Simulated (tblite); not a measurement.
# C8H11OP: the cost of one run

Programs: tblite 0.8.0 and PySCF 2.14.0, with density-fitted response routines of our own. Each step states its level of theory. These are calculated values for one molecule in the gas phase, unless marked as measured. Atoms are numbered from 0 throughout.

## (1) The starting structure

21 atoms, charge 0, multiplicity 1; geometry from: force field or distance geometry start.

Bonds of the start (Å): C0–C1 1.30, C1–C2 1.49, C2–C3 1.35, C3–C4 1.38, C4–C5 1.51, C4–P6 1.78, P6–C7 1.84, C7–O8 1.40, O8–C9 1.41, C7–C2 1.36, C0–H10 1.09, C0–H11 1.09, C1–H12 1.08, C3–H13 1.10, C5–H14 1.08, C5–H15 1.13, C5–H16 1.10, P6–H17 1.48, C9–H18 1.09, C9–H19 1.12, C9–H20 1.12.

## (2) Geometry optimisation with GFN2-xTB

What the job is given:

```
{"job": {"kind": "relax", "xc": "GFN2-xTB", "basis": "xTB"}, "charge": 0, "multiplicity": 1}
C     -1.218400     3.048500    -0.092100
C     -0.139800     2.333700     0.006900
C     -0.160400     0.842400     0.087400
C     -1.315700     0.147800     0.031200
C     -1.203400    -1.220400     0.118700
C     -2.362500    -2.188700     0.076100
P      0.515400    -1.648900     0.244100
C      0.992700     0.129500     0.200400
O      2.312900     0.591600     0.264600
C      3.377200    -0.320900     0.383400
H     -1.158300     4.137500    -0.139200
H     -2.233100     2.646200    -0.138400
H      0.802500     2.851900     0.065900
H     -2.309400     0.614800    -0.052800
H     -2.385300    -2.646200    -0.900400
H     -2.184100    -2.966200     0.870000
H     -3.287500    -1.653800     0.354900
H      1.049100    -2.837400    -0.448000
H      4.359200     0.158900     0.406000
H      3.298600    -1.037300    -0.478200
H      3.241600    -0.966000     1.293700
```

Launch:

```bash
OMP_NUM_THREADS=1 python probes_run.py task.json out
```

One launch serves the whole session: the jobs run in the order shown.

Q: Estimate the wall time and peak memory of this first job on 1 thread of Intel Xeon Platinum 8259CL at 2.50GHz, shared host.

About 1.9 s, with a peak of 0.18 GiB.
